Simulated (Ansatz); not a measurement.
# ZrBN: the cost of one run

Method: DFT PBE, scalar-relativistic, plane waves, PAW, in Ansatz 0.2.0.

1 further run of the same task is left out (it didn't finish).

## 1. Starting point

Symmetry: P4/mmm, No. 123, tetragonal system. Conventional cell: a = 3.800 Å, b = 3.800 Å, c = 4.163 Å, α = 90.00°, β = 90.00°, γ = 90.00°. Around Zr (site symmetry mmm) lie 4 B at 1.97 Å. Around B (site symmetry 4mm) lie 1 N at 0.94 Å and 1 B at 1.01 Å. N (site symmetry 4mm) is surrounded by 1 B at 0.94 Å.

Structure file:

```xyz
6
Lattice="3.7999 0.0000 0.0000 0.0000 3.7999 0.0000 0.0000 0.0000 4.1627" Properties=species:S:1:pos:R:3 pbc="T T T"
Zr    0.0000    1.8999    2.0814
Zr    1.8999    0.0000    2.0814
B     0.0000    0.0000    2.5843
B     0.0000    0.0000    1.5784
N     0.0000    0.0000    3.5255
N     0.0000    0.0000    0.6373
```

A structure generator made this guess: random cell by space group and Wyckoff sites (P4/mmm, No. 123). The dimensions are guesses.

## 2. A first look at the guess

input.yaml reads:

```yaml
crystal:
  lattice:
    - [3.79989994, 0.0, 0.0]
    - [0.0, 3.79989994, 0.0]
    - [0.0, 0.0, 4.16271054]
  atoms:
    - { symbol: Zr, position: [0.0, 0.5, 0.5] }
    - { symbol: Zr, position: [0.5, 0.0, 0.5] }
    - { symbol: B, position: [0.0, 0.0, 0.6208156] }
    - { symbol: B, position: [0.0, 0.0, 0.3791844] }
    - { symbol: "N", position: [0.0, 0.0, 0.84691345] }
    - { symbol: "N", position: [0.0, 0.0, 0.15308655] }
basis:
  ecutwfc: 420
kpoints:
  mp_grid: { grid: [4, 4, 4] }
hamiltonian:
  xc: pbe
scf:
  occupations: { method: gaussian, width: 0.1 }
  lower_state_search: "off"
output:
  forces: true
  stress: true
  eigenvalues: true
```

Command:

```sh
ansatz run input.yaml --threads 1 --pin off --max-ram 2048MiB --backend cpu --events-out ev --progress --plain --runs-dir out
```

Q: Estimate wall time and peak memory on 1 thread of Arm Neoverse N1, shared host.

About 4.2 s, with a peak of 0.38 GiB.
